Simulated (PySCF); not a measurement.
# B9ClH10S (nido-6-SB9H11 (Cl for H, site a on B)): the cost of one run

Computed with PySCF 2.14.0 and routines of our own; the level stands in each step. Atoms count from 0.

### Step 1. The system as given

21 atoms, charge 0, multiplicity 1; geometry from: GFN2-xTB.

### Step 2. Magnetic properties: GIAO BP86/def2-SVP

What the job is given:

```
{"job": {"kind": "mag", "xc": "BP86", "basis": "def2-SVP"}, "charge": 0, "multiplicity": 1}
B      1.871290    -0.124210    -0.040160
B     -0.753680     0.693510    -1.271090
B      0.715250     1.180140    -0.380170
B     -0.823120     0.989460     0.531800
B      0.886940    -1.376640     0.855280
S      1.202660    -1.744820    -0.941920
B     -0.793040    -0.691170     1.248720
B      0.923190    -0.025720    -1.599690
B      0.690670     0.301090     1.216940
B     -1.828570    -0.222690    -0.149710
H      3.039310    -0.043790     0.021760
H     -1.209900     1.431540    -2.064060
H      1.116270     2.271490    -0.552000
H     -1.295140     1.934530     1.043810
H      1.315890    -2.217940     1.553810
H     -1.276010    -0.960150     2.286220
H      1.379700     0.107640    -2.674160
H      1.073670     0.735050     2.240010
Cl    -3.605490    -0.359200    -0.250770
H     -1.327070    -1.430180     0.354670
H     -1.302810    -0.447940    -1.429280
```

With the program's defaults for keys left out, this is: GIAO BP86/def2-SVP magnetisability, rotational g tensor and spin-rotation constants, non-relativistic, gas phase.

The run is started by

```sh
> OMP_NUM_THREADS=1 python excited_run.py task.json out
```

The driver reads the jobs from task.json and runs them one after another.

Q: Estimate the wall time and peak memory of this first job on 1 thread of Intel Xeon 6975P-C, shared host.

About 62 s, with a peak of 0.78 GiB.
